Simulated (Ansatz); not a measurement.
# C6H7NO: vertical ionisation energy

The task here is to estimate one member of a computed series from the others.

Computed with Ansatz 0.2.0, Gaussian basis. Level: unrestricted cation, the program's frozen cores in correlated methods.

Plan: UKS PBE-D4/def2-TZVPP; UKS r2SCAN-D4/def2-TZVPP; UKS PBE0-D4/def2-TZVPP; UKS B3LYP-D4/def2-TZVPP; UKS wB97X-V/def2-TZVPP; UKS wB97M-V/def2-TZVPP; UKS B2PLYP/def2-TZVPP; UHF-CCSD(T)/def2-TZVPP; UHF-MP2/def2-QZVPP; extrapolation to the limit; then −ε(HOMO) from the neutral's earlier runs with LDA (SPW92), PBE-D4, revPBE-D4, BLYP-D4, r2SCAN-D4, B97M-V, PBE0-D4, B3LYP-D4, r2SCANh-D4, r2SCAN0-D4, HSE06-D4, BHLYP-D4, CAM-B3LYP-D4, LC-ωPBE, ωB97X-V, ωB97M-V.

## Structure used throughout

All runs share one geometry, relaxed beforehand with PBE0-D4 in a triple-zeta def2 set.

SMILES `Cc1cc(O)ccn1`, 15 atoms, charge 0, spin multiplicity 1.

Atoms are counted from 1 here; the program's logs count them from 0.

Bond lengths: C1–C2 1.497 Å, C1–H9 1.093 Å, C1–H10 1.093 Å, C1–H11 1.088 Å, C2–C3 1.392 Å, C2–N8 1.331 Å, C3–C4 1.386 Å, C3–H12 1.086 Å, C4–O5 1.348 Å, C4–C6 1.390 Å, O5–H13 0.962 Å, C6–C7 1.380 Å, C6–H14 1.082 Å, C7–N8 1.331 Å, C7–H15 1.087 Å. Angles: C2–C1–H9 111.1°, C2–C1–H10 111.1°, C2–C1–H11 109.5°, H9–C1–H10 107.3°, H9–C1–H11 108.9°, H10–C1–H11 108.9°, C1–C2–C3 120.4°, C1–C2–N8 117.2°, C3–C2–N8 122.4°, C2–C3–C4 119.2°, C2–C3–H12 120.2°, C4–C3–H12 120.6°, C3–C4–O5 123.1°, C3–C4–C6 118.6°, O5–C4–C6 118.3°, C4–O5–H13 109.4°, C4–C6–C7 117.6°, C4–C6–H14 120.5° and more.

The first run:

The input, in.yaml:

```yaml
crystal:
  periodic: [false, false, false]
  atoms:
    - {symbol: C, position_ang: [0.863722, -2.186922, 0.064614]}
    - {symbol: C, position_ang: [0.117148, -0.890084, 0.018562]}
    - {symbol: C, position_ang: [0.805973, 0.319910, 0.022245]}
    - {symbol: C, position_ang: [0.089893, 1.505370, -0.021345]}
    - {symbol: O, position_ang: [0.676171, 2.719311, -0.021173]}
    - {symbol: C, position_ang: [-1.297780, 1.444281, -0.067381]}
    - {symbol: C, position_ang: [-1.882300, 0.194278, -0.066688]}
    - {symbol: N, position_ang: [-1.211216, -0.954702, -0.025354]}
    - {symbol: H, position_ang: [1.479197, -2.254813, 0.965681]}
    - {symbol: H, position_ang: [1.532133, -2.286519, -0.794873]}
    - {symbol: H, position_ang: [0.156357, -3.014204, 0.058031]}
    - {symbol: H, position_ang: [1.891648, 0.330291, 0.058832]}
    - {symbol: H, position_ang: [1.631670, 2.613164, 0.012939]}
    - {symbol: H, position_ang: [-1.887446, 2.351091, -0.102062]}
    - {symbol: H, position_ang: [-2.965170, 0.109547, -0.102028]}
basis:
  gaussian: {orbitals: def2-TZVPP}
total_charge: 1
magnetization: {spin_polarized: true, initial_magnetization: 1}
hamiltonian: {xc: pbe, dispersion: d4}
```

The run is started by

```console
$ ansatz run in.yaml --threads 2 --pin off --events-out ev --progress --plain --max-ram 32768MiB --backend cuda --devices 0, --max-vram 18GiB
```

Among the steps run: Cation, UKS PBE-D4/def2-TZVPP; Cation, UKS r2SCAN-D4/def2-TZVPP; Cation, UKS PBE0-D4/def2-TZVPP; Cation, UKS B3LYP-D4/def2-TZVPP; Cation, UKS wB97X-V/def2-TZVPP; Cation, UKS wB97M-V/def2-TZVPP; Cation, UKS B2PLYP (frozen core)/def2-TZVPP; Cation, UHF-CCSD(T)/def2-TZVPP; Cation, UHF-MP2/def2-QZVPP.

One table of the session follows, with a row left open; its other results are not shown here.

It belongs to the step «Ionisation energies side by side». For comparison, −ε(HOMO) of the neutral from earlier runs:

| functional | −ε(HOMO) (eV) |
| --- | --- |
| LDA (SPW92) | 5.87 |
| PBE-D4 | 5.75 |
| revPBE-D4 | 5.69 |
| BLYP-D4 | 5.64 |
| r2SCAN-D4 | 6.08 |
| B97M-V | 6.28 |
| PBE0-D4 | 7.27 |
| B3LYP-D4 | 7.06 |
| r2SCANh-D4 | 6.67 |
| r2SCAN0-D4 | 7.41 |
| HSE06-D4 | ? |
| BHLYP-D4 | 8.15 |
| CAM-B3LYP-D4 | 8.52 |
| LC-ωPBE | 9.81 |
| ωB97X-V | 9.46 |
| ωB97M-V | 9.38 |

Estimate the missing values for HSE06-D4.

**Answer.** −ε(HOMO) (eV): 6.88. In the column «−ε(HOMO) (eV)» it lies between r2SCANh-D4 (6.67) and B3LYP-D4 (7.06).
